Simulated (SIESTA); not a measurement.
A run of SIESTA 5.4.2 is set up as follows.

NiMoIrPdW.fdf

```
SystemName                      NiMoIrPdW
SystemLabel                     NiMoIrPdW
NumberOfSpecies                 5
NumberOfAtoms                   5
%block ChemicalSpeciesLabel
  1  28 Ni
  2  42 Mo
  3  46 Pd
  4  77 Ir
  5  74 W
%endblock ChemicalSpeciesLabel

LatticeConstant                 1.0 Ang
%block LatticeVectors
     2.7607800000     0.0000000000     0.0000000000
    -1.3803900000     2.3909000000     0.0000000000
     0.0000000000     0.0000000000    11.3405100000
%endblock LatticeVectors
AtomicCoordinatesFormat         Fractional
%block AtomicCoordinatesAndAtomicSpecies
     0.0000000000     0.0000000000     0.7091700000  1  Ni
     0.6666700000     0.3333300000     0.2942500000  2  Mo
     0.6666700000     0.3333300000     0.8990100000  3  Pd
     0.0000000000     0.0000000000     0.1060400000  4  Ir
     0.6666700000     0.3333300000     0.5292100000  5  W
%endblock AtomicCoordinatesAndAtomicSpecies

%block kgrid.MonkhorstPack
   11   0   0  0.0
    0  11   0  0.0
    0   0   3  0.0
%endblock kgrid.MonkhorstPack
XC.Functional                   GGA
XC.Authors                      PBE
PAO.BasisSize                   DZP
PAO.EnergyShift                 0.003 Ry
Mesh.Cutoff                     800 Ry
Spin                            polarized
%block DM.InitSpin
    1   0.000
    2   0.000
    3   0.000
    4   0.000
    5   0.000
%endblock DM.InitSpin
OccupationFunction              FD
ElectronicTemperature           0.05 eV
MaxSCFIterations                120
SCF.MustConverge                false
SCF.Mixer.Method                Pulay
SCF.Mixer.Weight                0.25
SCF.Mixer.History               8
SCF.DM.Tolerance                5.0e-05
SCF.H.Tolerance                 1.0e-03 eV
WriteForces                     true
Charge.Mulliken                 end
%block PAO.Basis
  Ni 5
  n=3 0 2
    2.432 0.000
  n=4 0 2
    7.095 0.000
  n=3 1 2
    2.716 0.000
  n=4 1 1
    7.095
  n=3 2 2
    4.466 0.000
  Mo 5
  n=4 0 2
    3.234 0.000
  n=5 0 2
    8.986 0.000
  n=4 1 2
    3.729 0.000
  n=5 1 1
    8.986
  n=4 2 2
    6.762 0.000
  Pd 5
  n=4 0 2
    2.822 0.000
  n=5 0 2
    8.721 0.000
  n=4 1 2
    3.234 0.000
  n=5 1 1
    8.721
  n=4 2 2
    5.877 0.000
  Ir 5
  n=5 0 2
    2.793 0.000
  n=6 0 2
    6.789 0.000
  n=5 1 2
    3.326 0.000
  n=6 1 1
    6.789
  n=5 2 2
    5.613 0.000
  W 5
  n=5 0 2
    3.045 0.000
  n=6 0 2
    7.641 0.000
  n=5 1 2
    3.655 0.000
  n=6 1 1
    7.641
  n=5 2 2
    6.655 0.000
%endblock PAO.Basis
Diag.ParallelOverK              true
```

Potentials or basis: PseudoDojo 0.4 standard (PBE files), DZP (energy shift 0.003 Ry; two zetas on semicore shells).

The run is started by

```bash
$ mpirun -n 4 siesta NiMoIrPdW.fdf > NiMoIrPdW.out 2>&1
```

Q: Predict the net moment.

A: 0.00 μB per cell.

Q: What does it give for the largest force?

A: 0.642 eV/Å.

Q: Predict the pressure.

A: 2.2 GPa.

Q: Estimate the band gap on the k mesh.

A: None (metal or under the smearing width).

Stress tensor (GPa, compression positive):
```
2.41 0.00 0.00
0.00 2.41 0.00
0.00 0.00 1.84
```

Caveat: short orbitals over semicore shells can move pressures by several GPa; the valence orbitals were made in a potential fitted to the semicore shell under them, which widens gaps by tenths of an eV or more; the basis of atomic orbitals isn't converged, which shifts pressures, moduli and gaps. The run has no spin-orbit coupling, so splittings on Ir, W are missing.
